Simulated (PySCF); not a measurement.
# Hf(SH)4: other functionals and bases at one geometry

How far do other levels of theory move the description of Hf(SH)4, and what does each cost? It is a constructed species; whether it can be made isn't addressed.

Program: PySCF 2.14.0. Level of theory: several levels, as the steps say, no spin–orbit coupling. These are calculated values, not measurements.

3 further runs of the same task are left out: 2 for a known fault of the program, 1 set aside as unsound or not needed.

## 1. The system as given

9 atoms, charge 0, spin multiplicity 1.

Bond lengths: Hf1–S2 2.436 Å, Hf1–S4 2.436 Å, Hf1–S6 2.436 Å, Hf1–S8 2.436 Å, S2–H3 1.359 Å, S4–H5 1.359 Å, S6–H7 1.359 Å, S8–H9 1.359 Å. Angles: S2–Hf1–S4 110.5°, S2–Hf1–S6 108.9°, S2–Hf1–S8 108.9°, S4–Hf1–S6 108.9°, S4–Hf1–S8 108.9°, S6–Hf1–S8 110.5°, Hf1–S2–H3 90.3°, Hf1–S4–H5 90.3°, Hf1–S6–H7 90.3°, Hf1–S8–H9 90.3°.

Coordinates:

```xyz
9

Hf    0.0000    0.0000    0.0000
S     1.3432    1.4849    1.3881
H     1.7652    0.4258    2.1268
S    -1.3432   -1.4849    1.3881
H    -1.7652   -0.4258    2.1268
S     1.4850   -1.3432   -1.3881
H     0.4258   -1.7653   -2.1268
S    -1.4850    1.3432   -1.3881
H    -0.4258    1.7653   -2.1268
```

Formal oxidation states: Hf +4. An earlier session relaxed this geometry at r2SCAN, Hf def2-SVP with ECP60, S def2-SVP, H def2-SVP (singlet, point group S4).

At r2SCAN on the finer grid: E = -1642.810804 Eh, HOMO -7.00 eV, LUMO -2.87 eV, Mulliken charge on Hf1 +0.67 e, largest force component 0.010 eV/Å. 

Levels to run: HF; BP86; B3LYP; BLYP; r2SCAN, TZVP; r2SCAN, x2c-SVP. Hardware: 2 threads of Arm Neoverse V1, shared host.

## 2. HF

run.py (the lines that set the calculation)

```python
mol = gto.M(atom='''
Hf     0.00000     0.00000    -0.00001
S      1.34321     1.48494     1.38813
H      1.76517     0.42576     2.12679
S     -1.34321    -1.48494     1.38813
H     -1.76517    -0.42576     2.12679
S      1.48499    -1.34323    -1.38813
H      0.42577    -1.76527    -2.12679
S     -1.48499     1.34323    -1.38813
H     -0.42577     1.76527    -2.12679''',
    basis={'Hf': 'def2-SVP', 'S': 'def2-SVP', 'H': 'def2-SVP'},
    ecp={'Hf': 'def2-SVP'},
    charge=0, spin=0)
mf = scf.RHF(mol)
mf = mf.density_fit()  # fitting sets: Hf def2-universal-JKFIT, S def2-universal-JKFIT, H def2-universal-JKFIT
mf.conv_tol = 1e-08; mf.max_cycle = 55
mf.kernel(dm0)  # dm0: the density of the relaxed state
```

Launch:

```bash
$ OMP_NUM_THREADS=2 python run.py
```

The log of the run:

```text
init E= -1639.57861193213
  HOMO = -0.374814994414024  LUMO = 0.0714357293746861  gap/eV = 12.14310
cycle= 1 E= -1639.61447350601  delta_E= -0.0359  |g|= 0.145  |ddm|= 0.561
  HOMO = -0.392517475961229  LUMO = 0.0211770794974289  gap/eV = 11.25720
cycle= 2 E= -1639.6180354784  delta_E= -0.00356  |g|= 0.0918  |ddm|= 0.33
  HOMO = -0.38866511929996  LUMO = 0.0485352084977508  gap/eV = 11.89683
cycle= 3 E= -1639.62099997072  delta_E= -0.00296  |g|= 0.0187  |ddm|= 0.137
  HOMO = -0.389558570049947  LUMO = 0.0458363951052855  gap/eV = 11.84770
cycle= 4 E= -1639.62116400841  delta_E= -0.000164  |g|= 0.00249  |ddm|= 0.0459
  HOMO = -0.389928952280763  LUMO = 0.0456757920131912  gap/eV = 11.85341
cycle= 5 E= -1639.6211715411  delta_E= -7.53e-06  |g|= 0.000878  |ddm|= 0.00883
  HOMO = -0.389881183540097  LUMO = 0.0458723098341045  gap/eV = 11.85746
cycle= 6 E= -1639.62117257918  delta_E= -1.04e-06  |g|= 0.000224  |ddm|= 0.00328
  HOMO = -0.389922857574224  LUMO = 0.0458705428715585  gap/eV = 11.85854
cycle= 7 E= -1639.62117265252  delta_E= -7.33e-08  |g|= 6.01e-05  |ddm|= 0.000895
  HOMO = -0.389921697375042  LUMO = 0.0458729188766328  gap/eV = 11.85858
cycle= 8 E= -1639.62117265671  delta_E= -4.18e-09  |g|= 1.35e-05  |ddm|= 0.000218
  HOMO = -0.389921672891374  LUMO = 0.0458726445513322  gap/eV = 11.85857
Extra cycle  E= -1639.62117265688  delta_E= -1.78e-10  |g|= 6.28e-06  |ddm|= 3.72e-05
converged SCF energy = -1639.62117265688
```

It took 5.1 s on 2 threads of Arm Neoverse V1, shared host.

It gives: E = -1639.621173 Eh, HOMO -10.61 eV, LUMO 1.25 eV, Mulliken charge on Hf1 +1.07 e, largest force component 0.485 eV/Å. 

## 3. BP86

Changes to run.py (the lines that set the calculation) since step 2:

```diff
@@ -13,3 +13,4 @@
     charge=0, spin=0)
-mf = scf.RHF(mol)
+mf = dft.RKS(mol, xc='B88,P86')
+mf.grids.atom_grid = (75, 302)
 mf = mf.density_fit()  # fitting sets: Hf def2-universal-JKFIT, S def2-universal-JKFIT, H def2-universal-JKFIT
```

Launch:

```bash
$ OMP_NUM_THREADS=2 python run.py
```

The log of the run:

```text
init E= -1643.13789808895
  HOMO = -0.249862368261409  LUMO = -0.121943297758449  gap/eV = 3.48086
cycle= 1 E= -1643.13836103834  delta_E= -0.000463  |g|= 0.0989  |ddm|= 0.345
  HOMO = -0.245035578454068  LUMO = -0.0887740135078638  gap/eV = 4.25209
cycle= 2 E= -1643.11126277702  delta_E= 0.0271  |g|= 0.292  |ddm|= 0.491
  HOMO = -0.24665469255257  LUMO = -0.112053723746951  gap/eV = 3.66268
cycle= 3 E= -1643.14164112122  delta_E= -0.0304  |g|= 0.0105  |ddm|= 0.379
  HOMO = -0.247697348945378  LUMO = -0.113122038998197  gap/eV = 3.66198
cycle= 4 E= -1643.14167149774  delta_E= -3.04e-05  |g|= 0.00276  |ddm|= 0.0164
  HOMO = -0.247551383930495  LUMO = -0.112884352552638  gap/eV = 3.66448
cycle= 5 E= -1643.14167387256  delta_E= -2.37e-06  |g|= 0.000752  |ddm|= 0.00334
  HOMO = -0.247595616503548  LUMO = -0.1128846341687  gap/eV = 3.66567
cycle= 6 E= -1643.14167404525  delta_E= -1.73e-07  |g|= 0.000172  |ddm|= 0.000954
  HOMO = -0.247588222125093  LUMO = -0.112870352153693  gap/eV = 3.66586
cycle= 7 E= -1643.14167405523  delta_E= -9.98e-09  |g|= 3.93e-05  |ddm|= 0.000228
  HOMO = -0.247587287493661  LUMO = -0.112860384009103  gap/eV = 3.66611
Extra cycle  E= -1643.14167405272  delta_E= 2.51e-09  |g|= 9.41e-05  |ddm|= 0.000163
converged SCF energy = -1643.14167405272
```

Wall time 9.6 s (2 threads of Arm Neoverse V1, shared host).

It gives: E = -1643.141674 Eh, HOMO -6.74 eV, LUMO -3.07 eV, Mulliken charge on Hf1 +0.48 e, largest force component 0.303 eV/Å. 

## 4. B3LYP

Changes to run.py (the lines that set the calculation) since step 3:

```diff
@@ -13,3 +13,3 @@
     charge=0, spin=0)
-mf = dft.RKS(mol, xc='B88,P86')
+mf = dft.RKS(mol, xc='B3LYP')
 mf.grids.atom_grid = (75, 302)
```

Launch:

```bash
$ OMP_NUM_THREADS=2 python run.py
```

The log of the run:

```text
init E= -1642.96569298645
  HOMO = -0.278623534841366  LUMO = -0.0830308538202796  gap/eV = 5.32235
cycle= 1 E= -1642.96759942091  delta_E= -0.00191  |g|= 0.0478  |ddm|= 0.271
  HOMO = -0.275634900640397  LUMO = -0.0937725904432891  gap/eV = 4.94873
cycle= 2 E= -1642.96436597907  delta_E= 0.00323  |g|= 0.111  |ddm|= 0.194
  HOMO = -0.275940060212593  LUMO = -0.0841321244315982  gap/eV = 5.21936
cycle= 3 E= -1642.9683365349  delta_E= -0.00397  |g|= 0.00735  |ddm|= 0.138
  HOMO = -0.276885263971853  LUMO = -0.0853807751396539  gap/eV = 5.21110
cycle= 4 E= -1642.96835340062  delta_E= -1.69e-05  |g|= 0.000602  |ddm|= 0.0113
  HOMO = -0.276869905191667  LUMO = -0.0853285174011231  gap/eV = 5.21211
cycle= 5 E= -1642.96835353304  delta_E= -1.32e-07  |g|= 0.000245  |ddm|= 0.00113
  HOMO = -0.276883710487289  LUMO = -0.0853401875873657  gap/eV = 5.21216
cycle= 6 E= -1642.96835355499  delta_E= -2.19e-08  |g|= 3.85e-05  |ddm|= 0.000371
  HOMO = -0.276883510448956  LUMO = -0.0853404156557983  gap/eV = 5.21215
cycle= 7 E= -1642.96835355553  delta_E= -5.43e-10  |g|= 6.02e-06  |ddm|= 5.96e-05
  HOMO = -0.276883645965972  LUMO = -0.0853414625474731  gap/eV = 5.21213
Extra cycle  E= -1642.96835355551  delta_E= 1.68e-11  |g|= 9.44e-06  |ddm|= 2.06e-05
converged SCF energy = -1642.96835355551
```

Run time: 10 s. Hardware: 2 threads of Arm Neoverse V1, shared host.

It gives: E = -1642.968354 Eh, HOMO -7.53 eV, LUMO -2.32 eV, Mulliken charge on Hf1 +0.59 e, largest force component 0.115 eV/Å. 

## 5. BLYP

Changes to run.py (the lines that set the calculation) since step 4:

```diff
@@ -13,3 +13,3 @@
     charge=0, spin=0)
-mf = dft.RKS(mol, xc='B3LYP')
+mf = dft.RKS(mol, xc='BLYP')
 mf.grids.atom_grid = (75, 302)
```

Launch:

```bash
$ OMP_NUM_THREADS=2 python run.py
```

The log of the run:

```text
init E= -1642.83420402293
  HOMO = -0.237262444319922  LUMO = -0.107761076759361  gap/eV = 3.52391
cycle= 1 E= -1642.83904507222  delta_E= -0.00484  |g|= 0.066  |ddm|= 0.432
  HOMO = -0.231727743524792  LUMO = -0.0839657070529467  gap/eV = 4.02081
cycle= 2 E= -1642.82793176845  delta_E= 0.0111  |g|= 0.189  |ddm|= 0.323
  HOMO = -0.233397075341316  LUMO = -0.0997519506817933  gap/eV = 3.63667
cycle= 3 E= -1642.84045905365  delta_E= -0.0125  |g|= 0.0167  |ddm|= 0.25
  HOMO = -0.234788232350608  LUMO = -0.100676329926672  gap/eV = 3.64937
cycle= 4 E= -1642.8405462595  delta_E= -8.72e-05  |g|= 0.00225  |ddm|= 0.0236
  HOMO = -0.234693903463514  LUMO = -0.100570601732367  gap/eV = 3.64968
cycle= 5 E= -1642.84054788629  delta_E= -1.63e-06  |g|= 0.000534  |ddm|= 0.00262
  HOMO = -0.23471556958099  LUMO = -0.100550361221647  gap/eV = 3.65082
cycle= 6 E= -1642.84054797588  delta_E= -8.96e-08  |g|= 9.97e-05  |ddm|= 0.000653
  HOMO = -0.234709180884509  LUMO = -0.100544596551234  gap/eV = 3.65080
cycle= 7 E= -1642.84054797901  delta_E= -3.13e-09  |g|= 2.68e-05  |ddm|= 0.000142
  HOMO = -0.234712239901926  LUMO = -0.100541084964364  gap/eV = 3.65098
Extra cycle  E= -1642.84054797793  delta_E= 1.08e-09  |g|= 6.16e-05  |ddm|= 0.000116
converged SCF energy = -1642.84054797793
```

Run time: 9.4 s. Hardware: 2 threads of Arm Neoverse V1, shared host.

It gives: E = -1642.840548 Eh, HOMO -6.39 eV, LUMO -2.74 eV, Mulliken charge on Hf1 +0.46 e, largest force component 0.445 eV/Å. 

## 6. r2SCAN, TZVP

Basis: Hf def2-TZVP with ECP60, S def2-TZVP, H def2-TZVP. 

Changes to run.py (the lines that set the calculation) since step 5:

```diff
@@ -10,6 +10,6 @@
 H     -0.42577     1.76527    -2.12679''',
-    basis={'Hf': 'def2-SVP', 'S': 'def2-SVP', 'H': 'def2-SVP'},
-    ecp={'Hf': 'def2-SVP'},
+    basis={'Hf': 'def2-TZVP', 'S': 'def2-TZVP', 'H': 'def2-TZVP'},
+    ecp={'Hf': 'def2-TZVP'},
     charge=0, spin=0)
-mf = dft.RKS(mol, xc='BLYP')
+mf = dft.RKS(mol, xc='R2SCAN')
 mf.grids.atom_grid = (75, 302)
@@ -17,2 +17,2 @@
 mf.conv_tol = 1e-08; mf.max_cycle = 55
-mf.kernel(dm0)  # dm0: the density of the relaxed state
+mf.kernel(dm0)  # dm0: free metal ions and neutral atoms
```

Launch:

```bash
$ OMP_NUM_THREADS=2 python run.py
```

The log of the run:

```text
init E= -1669.16613509358
  HOMO = -0.250356494499019  LUMO = -0.198466805296514  gap/eV = 1.41199
cycle= 1 E= -1641.19695980839  delta_E=   28  |g|= 3.62  |ddm|= 3.39
  HOMO = -0.211238816037923  LUMO = -0.00401329795003049  gap/eV = 5.63889
cycle= 2 E= -1639.14195387673  delta_E= 2.06  |g|= 3.76  |ddm|= 4.88
  HOMO = -0.269786866983044  LUMO = -0.148197460663542  gap/eV = 3.30862
cycle= 3 E= -1643.09646287443  delta_E= -3.95  |g|= 0.954  |ddm|= 3.73
  HOMO = -0.232231200933396  LUMO = -0.0557764953121607  gap/eV = 4.80158
cycle= 4 E= -1643.27939234686  delta_E= -0.183  |g|= 0.509  |ddm|= 1.12
  HOMO = -0.264164352398045  LUMO = -0.123252059429305  gap/eV = 3.83442
cycle= 5 E= -1643.3598116802  delta_E= -0.0804  |g|= 0.144  |ddm|= 0.589
  HOMO = -0.258317654085231  LUMO = -0.105279573754754  gap/eV = 4.16438
cycle= 6 E= -1643.36680848452  delta_E= -0.007  |g|= 0.0212  |ddm|= 0.15
  HOMO = -0.256657460529818  LUMO = -0.104680593969284  gap/eV = 4.13550
cycle= 7 E= -1643.36692679713  delta_E= -0.000118  |g|= 0.00653  |ddm|= 0.0227
  HOMO = -0.256899063469211  LUMO = -0.105002009349169  gap/eV = 4.13333
cycle= 8 E= -1643.36693816188  delta_E= -1.14e-05  |g|= 0.00227  |ddm|= 0.00639
  HOMO = -0.257052423178862  LUMO = -0.105155895175612  gap/eV = 4.13332
cycle= 9 E= -1643.36693978385  delta_E= -1.62e-06  |g|= 0.00067  |ddm|= 0.00225
  HOMO = -0.257033467537332  LUMO = -0.105178086695773  gap/eV = 4.13220
cycle= 10 E= -1643.36693993047  delta_E= -1.47e-07  |g|= 1.67e-05  |ddm|= 0.000611
  HOMO = -0.257035460299656  LUMO = -0.105180307777593  gap/eV = 4.13219
cycle= 11 E= -1643.36693993055  delta_E= -8.28e-11  |g|= 2.83e-06  |ddm|= 2.51e-05
  HOMO = -0.257034872611742  LUMO = -0.105179395328778  gap/eV = 4.13220
Extra cycle  E= -1643.36693993055  delta_E= 7.73e-12  |g|= 6.32e-06  |ddm|= 8.09e-06
converged SCF energy = -1643.36693993055
```

Wall time 42 s (2 threads of Arm Neoverse V1, shared host).

Read off: E = -1643.366940 Eh, HOMO -6.99 eV, LUMO -2.86 eV, Mulliken charge on Hf1 +1.00 e, largest force component 0.163 eV/Å. 

## 7. r2SCAN, x2c-SVP

Basis: Hf x2c-SVPall, S x2c-SVPall, H x2c-SVPall. All electrons are treated, with the spin-free X2C Hamiltonian.

run.py (the lines that set the calculation)

```python
mol = gto.M(atom='''
Hf     0.00000     0.00000    -0.00001
S      1.34321     1.48494     1.38813
H      1.76517     0.42576     2.12679
S     -1.34321    -1.48494     1.38813
H     -1.76517    -0.42576     2.12679
S      1.48499    -1.34323    -1.38813
H      0.42577    -1.76527    -2.12679
S     -1.48499     1.34323    -1.38813
H     -0.42577     1.76527    -2.12679''',
    basis={'Hf': 'x2c-SVPall', 'S': 'x2c-SVPall', 'H': 'x2c-SVPall'},
    nucmod='G',
    charge=0, spin=0)
mf = dft.RKS(mol, xc='R2SCAN')
mf.grids.atom_grid = (99, 590)
mf = mf.density_fit()  # fitting sets: Hf AutoAux, S AutoAux, H AutoAux
mf = mf.sfx2c1e()
mf.conv_tol = 1e-08; mf.max_cycle = 55
mf.kernel(dm0)  # dm0: free metal ions and neutral atoms
```

Launch:

```bash
$ OMP_NUM_THREADS=2 python run.py
```

The log of the run:

```text
init E= -16704.3058583955
  HOMO = -0.239403094495509  LUMO = -0.200210278087816  gap/eV = 1.06649
cycle= 1 E= -16674.8647400964  delta_E= 29.4  |g|= 3.07  |ddm|= 4.96
cycle= 2 E= -16533.6528300616  delta_E=  141  |g|= 20.4  |ddm|= 27.5
  HOMO = -0.308261794031132  LUMO = -0.0283288680992761  gap/eV = 7.61736
cycle= 3 E= -16675.1874373528  delta_E= -142  |g|= 2.45  |ddm|= 27.3
  HOMO = -0.254973108513034  LUMO = -0.175472685253839  gap/eV = 2.16332
cycle= 4 E= -16676.6290235066  delta_E= -1.44  |g|= 1.44  |ddm|= 4.59
  HOMO = -0.249261746706392  LUMO = -0.144374073328176  gap/eV = 2.85414
cycle= 5 E= -16677.0608164373  delta_E= -0.432  |g|= 0.773  |ddm|= 0.957
  HOMO = -0.276054893949066  LUMO = -0.161455105736364  gap/eV = 3.11842
cycle= 6 E= -16677.1025740655  delta_E= -0.0418  |g|= 0.584  |ddm|= 0.378
  HOMO = -0.246298398203113  LUMO = -0.111932125872865  gap/eV = 3.65629
cycle= 7 E= -16677.1782989623  delta_E= -0.0757  |g|= 0.176  |ddm|= 0.547
  HOMO = -0.251548800591959  LUMO = -0.120403455573644  gap/eV = 3.56865
cycle= 8 E= -16677.1789983806  delta_E= -0.000699  |g|= 0.13  |ddm|= 0.264
  HOMO = -0.259243950620446  LUMO = -0.118971102972763  gap/eV = 3.81702
cycle= 9 E= -16677.183730554  delta_E= -0.00473  |g|= 0.0423  |ddm|= 0.166
  HOMO = -0.259616868810552  LUMO = -0.115165355142114  gap/eV = 3.93073
cycle= 10 E= -16677.1841807357  delta_E= -0.00045  |g|= 0.00825  |ddm|= 0.0562
  HOMO = -0.259915372607377  LUMO = -0.115803001221416  gap/eV = 3.92150
cycle= 11 E= -16677.1842016981  delta_E= -2.1e-05  |g|= 0.00226  |ddm|= 0.00952
  HOMO = -0.259849190896738  LUMO = -0.115853966472285  gap/eV = 3.91831
cycle= 12 E= -16677.1842029599  delta_E= -1.26e-06  |g|= 0.000242  |ddm|= 0.00253
  HOMO = -0.259855626992538  LUMO = -0.115868302379891  gap/eV = 3.91809
cycle= 13 E= -16677.1842029752  delta_E= -1.52e-08  |g|= 5.25e-05  |ddm|= 0.000364
  HOMO = -0.259853961803866  LUMO = -0.115862152786988  gap/eV = 3.91822
cycle= 14 E= -16677.1842029762  delta_E= -1.04e-09  |g|= 3.12e-06  |ddm|= 7.63e-05
  HOMO = -0.259853878034369  LUMO = -0.115863003208723  gap/eV = 3.91819
Extra cycle  E= -16677.1842029762  delta_E= -4.37e-11  |g|= 5.6e-06  |ddm|= 1.11e-05
converged SCF energy = -16677.1842029762
```

Wall time 82 s (2 threads of Arm Neoverse V1, shared host).

It gives: E = -16677.184203 Eh, HOMO -7.07 eV, LUMO -3.15 eV, Mulliken charge on Hf1 +0.35 e, largest force component 0.423 eV/Å. 

## 8. All levels side by side

| level | state | HOMO (eV) | gap (eV) | charge on Hf1 (e) | dipole (D) | largest force (eV/Å) | basis functions | time |
| --- | --- | --- | --- | --- | --- | --- | --- | --- |
| r2SCAN (relaxed here) | singlet | -7.00 | 4.13 | 0.67 | 0.00 | 0.01 | 124 | 49 s |
| HF | singlet | -10.61 | 11.86 | 1.07 | 0.00 | 0.49 | 124 | 5.1 s |
| BP86 | singlet | -6.74 | 3.67 | 0.48 | 0.00 | 0.30 | 124 | 9.6 s |
| B3LYP | singlet | -7.53 | 5.21 | 0.59 | 0.00 | 0.12 | 124 | 10 s |
| BLYP | singlet | -6.39 | 3.65 | 0.46 | 0.00 | 0.45 | 124 | 9.4 s |
| r2SCAN, TZVP | singlet | -6.99 | 4.13 | 1.00 | 0.00 | 0.16 | 212 | 42 s |
| r2SCAN, x2c-SVP | singlet | -7.07 | 3.92 | 0.35 | 0.00 | 0.42 | 158 | 82 s |

Times are on 2 threads of Arm Neoverse V1, shared host; the first row also made further properties.

In one basis the HOMO–LUMO gap runs from 3.65 eV (BLYP) to 11.86 eV (HF). The largest leftover force, 0.49 eV/Å with HF, stands at a geometry relaxed at another level. The Mulliken charge on Hf spans +0.35 to +1.07 e over the levels. Total energies of different levels can't be compared. Spin–orbit coupling is left out throughout.
